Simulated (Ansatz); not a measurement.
# CH3BF2 (charge -1): rigid scan of one bond length in Python

Program: Ansatz 0.2.0 through its Python package. Level of theory: PBE/6-31G*. These are calculated values, not measurements.

## (1) The structure

Bond lengths: B1–C2 1.597 Å, C2–F3 1.382 Å, C2–F4 1.382 Å, B1–H5 1.192 Å, B1–H6 1.192 Å, C2–H7 1.110 Å. Angles: B1–C2–F3 109.5°, B1–C2–F4 109.5°, B1–C2–H7 109.7°, F3–C2–F4 109.4°, F3–C2–H7 109.4°, F4–C2–H7 109.4°, C2–B1–H5 109.9°, C2–B1–H6 109.8°, H5–B1–H6 109.3°.

No structure file is read: the coordinates are typed or built in the script.

## (2) The code

Input file scan_ch3bf2.py:

```python
# -*- coding: utf-8 -*-
"""Stretching a bond of CH3BF2(-), the rest held rigid."""

import ansatz as az
from ase import Atoms
import numpy as np

BASIS = "6-31G*"
FUNCTIONAL = "PBE"
CHARGE = -1

atoms = Atoms(["B", "C", "F", "F", "H", "H", "H"], positions=[
    (0.9349, -0.094, -0.3116),
    (-0.6212, 0.0845, 0.001),
    (-1.3404, -0.8905, -0.6633),
    (-1.0377, 1.3312, -0.4252),
    (1.5607, 0.7468, 0.2557),
    (1.2996, -1.1694, 0.0504),
    (-0.7959, -0.0087, 1.0931),
])
ch3bf2 = az.Crystal.molecule_from_ase(atoms)

symbols = [site.symbol for site in ch3bf2.cartesian_sites]
start = np.array([site.position_ang for site in ch3bf2.cartesian_sites])
axis = (start[0] - start[1]) / np.linalg.norm(start[0] - start[1])
moving = [0, 4, 5]
lengths, energies = [1.406, 1.469, 1.533, 1.597, 1.661, 1.725, 1.789, 1.885], []
for length in lengths:
    xyz = start.copy()
    xyz[moving] += (length - np.linalg.norm(start[0] - start[1])) * axis
    point = az.Crystal.molecule()
    for symbol, place in zip(symbols, xyz):
        point = point.atom(symbol, place.tolist())
    base = (
        point.calculation()
        .basis(gaussian=BASIS)  # the orbital basis, by name
        .functional(FUNCTIONAL)
        .charge(CHARGE)  # electrons removed from the neutral system
        .spin("collinear", total=1)  # spin-polarised run
        .accuracy("medium")  # preset for grids and thresholds
        .scf(lower_state_search="light")
    )
    summary = base.run(threads=1).report
    energies.append(summary["free_energy_ev"])
    print(f"r = {length:6.3f} A  E = {energies[-1]:.5f} eV  <S^2> = {abs(summary['mean_field']['state']['spin_squared']):.3f}")

# quartic fit about the minimum
fit = np.polynomial.Polynomial.fit(lengths, np.array(energies) - min(energies), 4).convert()
roots = [r.real for r in fit.deriv().roots() if abs(r.imag) < 1e-9 and fit.deriv(2)(r.real) > 0]
r_e = min(roots, key=lambda r: abs(r - lengths[int(np.argmin(energies))]))
print(f"minimum of the fit at {r_e:.4f} A, force constant {fit.deriv(2)(r_e):.2f} eV/A^2")
```

## (3) Launch

Command:

```sh
> python scan_ch3bf2.py
```

**Question.** How long does this script take on 1 thread of Arm Neoverse V2, shared host, and how much memory does it need?

About 17 s, with a peak of 0.18 GiB.
